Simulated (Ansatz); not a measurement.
C2H2FSi, SMILES C#C[SiH]F, a comparison of dispersion corrections

Computed with the Python package of Ansatz (0.2.0).

At the Python prompt:
```pycon
>>> import ansatz as az
>>> GEOMETRY = """
... C     0.16110   -0.71670   -1.60320
... C     0.19840   -0.22380   -0.50610
... Si    0.30360    0.47980    1.20920
... F    -0.47870   -0.41110    2.20570
... H     0.02850   -1.08180   -2.61590
... H    -0.17080    1.88950    1.26410
... """
>>> molecule = az.Crystal.molecule()
>>> for line in GEOMETRY.strip().splitlines():
...     symbol, *xyz = line.split()
...     molecule = molecule.atom(symbol, [float(v) for v in xyz])
...
>>> model = (
...     molecule.calculation()
...     .basis(gaussian="def2-SVP")
...     .spin("collinear", total=1)
... )
>>> for name in ["r2scan", "blyp"]:
...     for correction in ("d3bj", "d4"):
...         report = model.functional(name, dispersion=correction).run().report
...         print(f"{name:8s} {correction:5s} total {report['free_energy_ev']:.5f} eV, of which dispersion {1000 * report['dispersion']['energy']['ev']:.2f} meV")
...
DeckWarning: the engine holds no damping parameters fitted to this dispersion correction and functional, so the run takes those fitted to r2scan beside the three-body term, which d3bj leaves out (hamiltonian.dispersion, under Limitations)
r2scan   d3bj  total -12689.69389 eV, of which dispersion -29.04 meV
r2scan   d4    total -12689.69036 eV, of which dispersion -25.52 meV
blyp     d3bj  total -12692.00105 eV, of which dispersion -240.48 meV
blyp     d4    total -12692.00537 eV, of which dispersion -244.80 meV
```

Reading the output:
- Total energies depend on the basis set; only differences at equal settings carry meaning.
- Warnings are shown shortened and without file and line.
- The geometry is a force-field or estimated start, not a minimum of this method, and the basis set is short of its limit. D4 holds the three-body term, and d3bj doesn't.
- The species is open-shell (spin multiplicity 2).
- A dispersion term here runs with damping parameters fitted for another variant or functional.
- Finished in 16 s on 1 thread of Arm Neoverse V1, on a shared host, peak memory 0.24 GiB.
